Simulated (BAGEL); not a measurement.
# singlet CH2NOSi+: a chain of runs

We compute a single-point energy (singlet CH2NOSi+, HF/def2-SV(P)), then a single-point energy (doublet CH2NOSi, NEVPT2(3,3)/def2-SV(P)), then a single-point energy (doublet CH2NOSi, CASPT2(3,3)/def2-SV(P)) of CH2NOSi. 

The results are computed with BAGEL 1.2.2.

### Step 1. Starting point

The species is CH2NOSi+ (6 atoms), meant as a singlet with charge +1. As SMILES of the parent species, `O=C=N[SiH2]`. One bond was lengthened or shortened from a relaxed shape. That shape belongs to the parent species and isn't relaxed for this state.

Bond lengths: O1–C2 1.164 Å, C2–N3 1.195 Å, N3–Si4 1.706 Å, Si4–H5 1.263 Å, Si4–H6 1.486 Å. Angles: O1–C2–N3 178.3°, C2–N3–Si4 162.2°, N3–Si4–H5 108.6°, N3–Si4–H6 108.6°, H5–Si4–H6 111.4°.

### Step 2. A single-point energy at HF/def2-SV(P) (density fitting with svp-jkfit) (run 1)

Input file input.json:

```json
{ "bagel" : [

{
  "title" : "molecule",
  "basis" : "def2-sv_p_.json",
  "df_basis" : "svp-jkfit",
  "angstrom" : false,
  "geometry" : [
    { "atom" : "O", "xyz" : [  2.32696151, -3.65155559,  2.77004748 ] },
    { "atom" : "C", "xyz" : [  1.49321434, -2.04925680,  1.51337961 ] },
    { "atom" : "N", "xyz" : [  0.67647471, -0.36192035,  0.25444406 ] },
    { "atom" : "Si", "xyz" : [ -1.02352291,  1.29442460, -1.92724475 ] },
    { "atom" : "H", "xyz" : [  0.49378544,  2.29450546, -3.47539532 ] },
    { "atom" : "H", "xyz" : [ -2.54890984,  3.23536230, -0.58837379 ] }
  ]
},
{ "title" : "hf", "charge" : 1 },
{ "title" : "print", "file" : "orbitals.molden", "orbitals" : true }

]}
```

The basis set def2-SV(P) is read from a file made from the Basis Set Exchange's data (not shown).

Command:

```console
$ BAGEL_NUM_THREADS=1 BAGEL input.json > input.out
```

Log:

```text
* using 1 threads per process

  ===============================================================
  ===============================================================

  *** Geometry ***

  { "atom" : "O", "xyz" : [      2.326962,     -3.651556,      2.770047 ] },
  { "atom" : "C", "xyz" : [      1.493214,     -2.049257,      1.513380 ] },
  { "atom" : "N", "xyz" : [      0.676475,     -0.361920,      0.254444 ] },
  { "atom" : "Si", "xyz" : [     -1.023523,      1.294425,     -1.927245 ] },
  { "atom" : "H", "xyz" : [      0.493785,      2.294505,     -3.475395 ] },
  { "atom" : "H", "xyz" : [     -2.548910,      3.235362,     -0.588374 ] },

  Number of auxiliary basis functions:      393

  Since a DF basis is specified, we compute 2- and 3-index integrals:
    o Being stored without compression. Storage requirement is 0.013 GB

  Number of basis functions:       64
  Number of electrons      :       37

    * METHOD: MOLECULE                             0.13

  *** RHF ***

  === Nuclear Repulsion ===
   131.1982604229

      * DIIS with orbital gradients will be used.

  === RHF iteration (def2-sv_p_.json) ===
      0       -456.53100469          0.02178935           0.03
      1       -456.64924253          0.01625713           0.03
      2       -456.71880497          0.00269595           0.03
      3       -456.72081104          0.00135471           0.03
      4       -456.72136569          0.00020524           0.03
      5       -456.72138659          0.00008463           0.03
      6       -456.72139080          0.00003635           0.03
      7       -456.72139229          0.00001723           0.03
      8       -456.72139262          0.00000909           0.03
      9       -456.72139266          0.00000472           0.03
     10       -456.72139269          0.00000244           0.03
     11       -456.72139269          0.00000091           0.03
     12       -456.72139269          0.00000039           0.03
     13       -456.72139269          0.00000014           0.03
     14       -456.72139269          0.00000007           0.03
     15       -456.72139269          0.00000004           0.03
     16       -456.72139269          0.00000002           0.03
     17       -456.72139269          0.00000001           0.03
     18       -456.72139269          0.00000000           0.03
    * SCF iteration converged.

    * Permanent dipole moment:
           (    1.709848,    -1.367237,     2.131589) a.u.

    * METHOD: HF                                   0.63

    * METHOD: PRINT                                0.01

  ===============================================================
```

Wall time 0.89 s (1 thread of Arm Neoverse V1, shared host); peak memory 0.083 GiB.

### Step 3. Doublet neutral CH2NOSi: the energy at NEVPT2(3,3)/def2-SV(P) (density fitting with svp-jkfit) (run 2)

Input file calc.json:

```json
{ "bagel" : [

{
  "title" : "molecule",
  "basis" : "def2-sv_p_.json",
  "df_basis" : "svp-jkfit",
  "angstrom" : false,
  "geometry" : [
    { "atom" : "O", "xyz" : [     2.32696151,    -3.65155559,     2.77004748 ] },
    { "atom" : "C", "xyz" : [     1.49321434,    -2.04925680,     1.51337961 ] },
    { "atom" : "N", "xyz" : [     0.67647471,    -0.36192035,     0.25444406 ] },
    { "atom" : "Si", "xyz" : [    -1.02352291,     1.29442460,    -1.92724475 ] },
    { "atom" : "H", "xyz" : [     0.49378544,     2.29450546,    -3.47539532 ] },
    { "atom" : "H", "xyz" : [    -2.54890984,     3.23536230,    -0.58837379 ] }
  ]
},

{ "title" : "hf", "charge" : 1 },

{ "title" : "casscf", "nstate" : 1, "nact" : 3, "nclosed" : 17, "nspin" : 1, "active" : [13, 19, 21], "maxiter" : 200, "natocc" : true },

{
  "title" : "nevpt2",
  "nstate" : 1,
  "nact" : 3,
  "nclosed" : 17,
  "nspin" : 1,
  "active" : [13, 19, 21],
  "maxiter" : 200,
  "natocc" : true,
  "ncore" : 8
},

{ "title" : "print", "file" : "orbitals.molden", "orbitals" : true }

]}
```

The basis set def2-SV(P) is read from a file made from the Basis Set Exchange's data (not shown).

Command:

```console
$ BAGEL_NUM_THREADS=1 BAGEL calc.json > calc.out
```

Log:

```text
* using 1 threads per process

  ===============================================================
  ===============================================================

  *** Geometry ***

  { "atom" : "O", "xyz" : [      2.326962,     -3.651556,      2.770047 ] },
  { "atom" : "C", "xyz" : [      1.493214,     -2.049257,      1.513380 ] },
  { "atom" : "N", "xyz" : [      0.676475,     -0.361920,      0.254444 ] },
  { "atom" : "Si", "xyz" : [     -1.023523,      1.294425,     -1.927245 ] },
  { "atom" : "H", "xyz" : [      0.493785,      2.294505,     -3.475395 ] },
  { "atom" : "H", "xyz" : [     -2.548910,      3.235362,     -0.588374 ] },

  Number of auxiliary basis functions:      393

  Since a DF basis is specified, we compute 2- and 3-index integrals:
    o Being stored without compression. Storage requirement is 0.013 GB

  Number of basis functions:       64
  Number of electrons      :       37

    * METHOD: MOLECULE                             0.12

  *** RHF ***

  === Nuclear Repulsion ===
   131.1982604229

      * DIIS with orbital gradients will be used.

  === RHF iteration (def2-sv_p_.json) ===
      0       -456.53100469          0.02178935           0.03
      1       -456.64924253          0.01625713           0.03
      2       -456.71880497          0.00269595           0.03
      3       -456.72081104          0.00135471           0.03
      4       -456.72136569          0.00020524           0.03
      5       -456.72138659          0.00008463           0.03
      6       -456.72139080          0.00003635           0.03
      7       -456.72139229          0.00001723           0.03
      8       -456.72139262          0.00000909           0.03
      9       -456.72139266          0.00000472           0.03
     10       -456.72139269          0.00000244           0.03
     11       -456.72139269          0.00000091           0.03
     12       -456.72139269          0.00000039           0.03
     13       -456.72139269          0.00000014           0.03
     14       -456.72139269          0.00000007           0.03
     15       -456.72139269          0.00000004           0.03
     16       -456.72139269          0.00000002           0.03
     17       -456.72139269          0.00000001           0.03
     18       -456.72139269          0.00000000           0.03
    * SCF iteration converged.

    * Permanent dipole moment:
           (    1.709848,    -1.367237,     2.131589) a.u.

    * METHOD: HF                                   0.61

  ---------------------------
      CASSCF calculation
  ---------------------------

    ==== Active orbitals : =====
         Orbital 13
         Orbital 19
         Orbital 21
    ============================

    * nstate   :      1
    * nclosed  :     17
    * nact     :      3
    * nvirt    :     44
  === CASSCF iteration (def2-sv_p_.json) ===

    * Using the second-order algorithm

      0  0      -456.99706733     1.44e-02      0.01

      1  0      -457.02722286     9.18e-04      0.17

      2  0      -457.02757612     7.65e-05      0.16

      3  0      -457.03043543     5.21e-04      0.13

      4  0      -457.03687740     8.19e-04      0.13

      5  0      -457.03793454     8.22e-05      0.18

      6  0      -457.03794860     2.92e-05      0.17

      7  0      -457.03794897     7.70e-06      0.17

      8  0      -457.03794899     1.86e-06      0.17

      9  0      -457.03794899     4.51e-07      0.18

     10  0      -457.03794899     1.19e-07      0.17

     11  0      -457.03794899     3.61e-08      0.16

     12  0      -457.03794899     1.23e-08      0.14

     13  0      -457.03794899     4.42e-09      0.13

    * Second-order optimization converged. *

     guess   0:   closed 1..                  open .1.

  === FCI iteration ===

      0  0      -457.02712880     4.69e-02      0.00
      1  0      -457.03793273     1.44e-03      0.00
      2  0      -457.03794874     1.76e-04      0.00
      3  0      -457.03794899     1.02e-05      0.00
      4  0      -457.03794899     3.42e-07      0.00
      5  0      -457.03794899     7.05e-08      0.00
      6  0      -457.03794899     4.09e-09      0.00
      7  0 *    -457.03794899     1.04e-15      0.00

     * ci vector, state   0, <S^2> = 0.7500
       2a.    -0.9970185644
       .a2    -0.0711082136

    * METHOD: CASSCF                               2.13

    * freezing 8 orbitals

  === DF-NEVPT2 calculation ===

    * 3-index integral transformation done
    * assembly done

      NEVPT2 correlation energy:   -0.5059253273      0.08

          (+0)     -0.4630159140
          (+0)'    -0.0042411049
          (+1)     -0.0092437190
          (+1)'    -0.0000719206
          (+2)     -0.0001508633
          (-1)     -0.0205057303
          (-1)'    -0.0017506675
          (-2)     -0.0069454078

      NEVPT2 total energy:       -457.5438743173

    * METHOD: NEVPT2                               0.14

    * METHOD: PRINT                                0.01

  ===============================================================
```

Run time: 3.3 s. Hardware: 1 thread of Arm Neoverse V1, shared host; peak memory 0.14 GiB.

### Step 4. Doublet neutral CH2NOSi: a single-point energy at CASPT2(3,3)/def2-SV(P) (density fitting with svp-jkfit) (run 3)

Input file job.json:

```json
{ "bagel": [

{
  "title": "molecule",
  "basis": "def2-sv_p_.json",
  "df_basis": "svp-jkfit",
  "angstrom": false,
  "geometry": [
    { "atom": "O", "xyz": [  2.32696151, -3.65155559,  2.77004748 ] },
    { "atom": "C", "xyz": [  1.49321434, -2.04925680,  1.51337961 ] },
    { "atom": "N", "xyz": [  0.67647471, -0.36192035,  0.25444406 ] },
    { "atom": "Si", "xyz": [ -1.02352291,  1.29442460, -1.92724475 ] },
    { "atom": "H", "xyz": [  0.49378544,  2.29450546, -3.47539532 ] },
    { "atom": "H", "xyz": [ -2.54890984,  3.23536230, -0.58837379 ] }
  ]
},
{
  "title": "hf",
  "charge": 1
},
{
  "title": "casscf",
  "nstate": 1,
  "nact": 3,
  "nclosed": 17,
  "nspin": 1,
  "active": [13, 19, 21],
  "maxiter": 200,
  "natocc": true
},
{
  "title": "print",
  "file": "orbitals.molden",
  "orbitals": true
},
{
  "title": "smith",
  "method": "caspt2",
  "ms": true,
  "xms": true,
  "sssr": true,
  "shift": 0.2,
  "shift_imag": true,
  "ncore": 8
}

]}
```

The basis set def2-SV(P) is read from a file made from the Basis Set Exchange's data (not shown).

Command:

```console
$ BAGEL_NUM_THREADS=1 BAGEL job.json > job.out
```

Log:

```text
* using 1 threads per process

  ===============================================================
  ===============================================================

  *** Geometry ***

  { "atom" : "O", "xyz" : [      2.326962,     -3.651556,      2.770047 ] },
  { "atom" : "C", "xyz" : [      1.493214,     -2.049257,      1.513380 ] },
  { "atom" : "N", "xyz" : [      0.676475,     -0.361920,      0.254444 ] },
  { "atom" : "Si", "xyz" : [     -1.023523,      1.294425,     -1.927245 ] },
  { "atom" : "H", "xyz" : [      0.493785,      2.294505,     -3.475395 ] },
  { "atom" : "H", "xyz" : [     -2.548910,      3.235362,     -0.588374 ] },

  Number of auxiliary basis functions:      393

  Since a DF basis is specified, we compute 2- and 3-index integrals:
    o Being stored without compression. Storage requirement is 0.013 GB

  Number of basis functions:       64
  Number of electrons      :       37

    * METHOD: MOLECULE                             0.12

  *** RHF ***

  === Nuclear Repulsion ===
   131.1982604229

      * DIIS with orbital gradients will be used.

  === RHF iteration (def2-sv_p_.json) ===
      0       -456.53100469          0.02178935           0.03
      1       -456.64924253          0.01625713           0.03
      2       -456.71880497          0.00269595           0.03
      3       -456.72081104          0.00135471           0.03
      4       -456.72136569          0.00020524           0.03
      5       -456.72138659          0.00008463           0.03
      6       -456.72139080          0.00003635           0.03
      7       -456.72139229          0.00001723           0.03
      8       -456.72139262          0.00000909           0.03
      9       -456.72139266          0.00000472           0.03
     10       -456.72139269          0.00000244           0.03
     11       -456.72139269          0.00000091           0.03
     12       -456.72139269          0.00000039           0.03
     13       -456.72139269          0.00000014           0.03
     14       -456.72139269          0.00000007           0.03
     15       -456.72139269          0.00000004           0.03
     16       -456.72139269          0.00000002           0.03
     17       -456.72139269          0.00000001           0.03
     18       -456.72139269          0.00000000           0.03
    * SCF iteration converged.

    * Permanent dipole moment:
           (    1.709848,    -1.367237,     2.131589) a.u.

    * METHOD: HF                                   0.62

  ---------------------------
      CASSCF calculation
  ---------------------------

    ==== Active orbitals : =====
         Orbital 13
         Orbital 19
         Orbital 21
    ============================

    * nstate   :      1
    * nclosed  :     17
    * nact     :      3
    * nvirt    :     44
  === CASSCF iteration (def2-sv_p_.json) ===

    * Using the second-order algorithm

      0  0      -456.99706733     1.44e-02      0.01

      1  0      -457.02722286     9.18e-04      0.17

      2  0      -457.02757612     7.65e-05      0.14

      3  0      -457.03043543     5.21e-04      0.13

      4  0      -457.03687740     8.19e-04      0.13

      5  0      -457.03793454     8.22e-05      0.16

      6  0      -457.03794860     2.92e-05      0.15

      7  0      -457.03794897     7.70e-06      0.17

      8  0      -457.03794899     1.86e-06      0.17

      9  0      -457.03794899     4.51e-07      0.18

     10  0      -457.03794899     1.19e-07      0.16

     11  0      -457.03794899     3.61e-08      0.16

     12  0      -457.03794899     1.23e-08      0.14

     13  0      -457.03794899     4.42e-09      0.13

    * Second-order optimization converged. *

     guess   0:   closed 1..                  open .1.

  === FCI iteration ===

      0  0      -457.02712880     4.69e-02      0.00
      1  0      -457.03793273     1.44e-03      0.00
      2  0      -457.03794874     1.76e-04      0.00
      3  0      -457.03794899     1.02e-05      0.00
      4  0      -457.03794899     3.42e-07      0.00
      5  0      -457.03794899     7.05e-08      0.00
      6  0      -457.03794899     4.09e-09      0.00
      7  0 *    -457.03794899     1.04e-15      0.00

     * ci vector, state   0, <S^2> = 0.7500
       2a.    -0.9970185644
       .a2    -0.0711082136

    * METHOD: CASSCF                               2.06

    * METHOD: PRINT                                0.01

  === SMITH program ===

    * freezing 8 orbitals

    * Approximate memory requirement for SMITH calulation per MPI process:
      o Storage requirement for T-amplitude, lambda, and residual is 0.01 GB
      o Storage requirement for MO integrals is 0.00 GB
    * Calculating and saving rdm4f

    * Zeroth order energy : state  0       -1.3390404119

    * CASPT2 iteration is performed using orthogonal basis

      -------------------------------------------  CASPT2 iteration  ---------------------------------------------------
       #      aibj      arbs      arbi      airj      risj      airs      arst      rist         Etot      error   time
      ------------------------------------------------------------------------------------------------------------------

       0  -0.46197  -0.00898  -0.02215  -0.01077  -0.00024  -0.00415  -0.00172  -0.00007   -0.5100527  0.0016389   0.04
       1  -0.46231  -0.00906  -0.02224  -0.01092  -0.00027  -0.00428  -0.00178  -0.00007   -0.5109498  0.0003358   0.03
       2  -0.46231  -0.00907  -0.02226  -0.01094  -0.00027  -0.00429  -0.00178  -0.00008   -0.5109892  0.0000807   0.03
       3  -0.46231  -0.00907  -0.02226  -0.01093  -0.00027  -0.00429  -0.00178  -0.00008   -0.5109911  0.0000192   0.03
       4  -0.46231  -0.00907  -0.02226  -0.01093  -0.00027  -0.00429  -0.00178  -0.00008   -0.5109912  0.0000046   0.03
       5  -0.46231  -0.00907  -0.02226  -0.01093  -0.00027  -0.00429  -0.00178  -0.00008   -0.5109912  0.0000010   0.04
       6  -0.46231  -0.00907  -0.02226  -0.01093  -0.00027  -0.00429  -0.00178  -0.00008   -0.5109912  0.0000002   0.04

      ------------------------------------------------------------------------------------------------------------------

    * CASPT2 energy : state  0     -457.5517213980
        w/o shift correction       -457.5489402327
        reference weight              0.8551791386

    * METHOD: SMITH                                0.35

  ===============================================================
```

Run time: 3.3 s. Hardware: 1 thread of Arm Neoverse V1, shared host; peak memory 0.14 GiB.

### Step 5. What came out

| quantity | value |
| --- | --- |
| run 1, HF/def2-SV(P): total energy | -456.72139 Eh |
| run 1, HF/def2-SV(P): HOMO energy | -18.08 eV |
| run 1, HF/def2-SV(P): LUMO energy | -7.47 eV |
| run 1, HF/def2-SV(P): HOMO–LUMO gap | 10.61 eV |
| doublet neutral CH2NOSi, run 2: total energy | -457.54387 Eh |
| doublet neutral CH2NOSi, run 3: total energy | -457.55172 Eh |
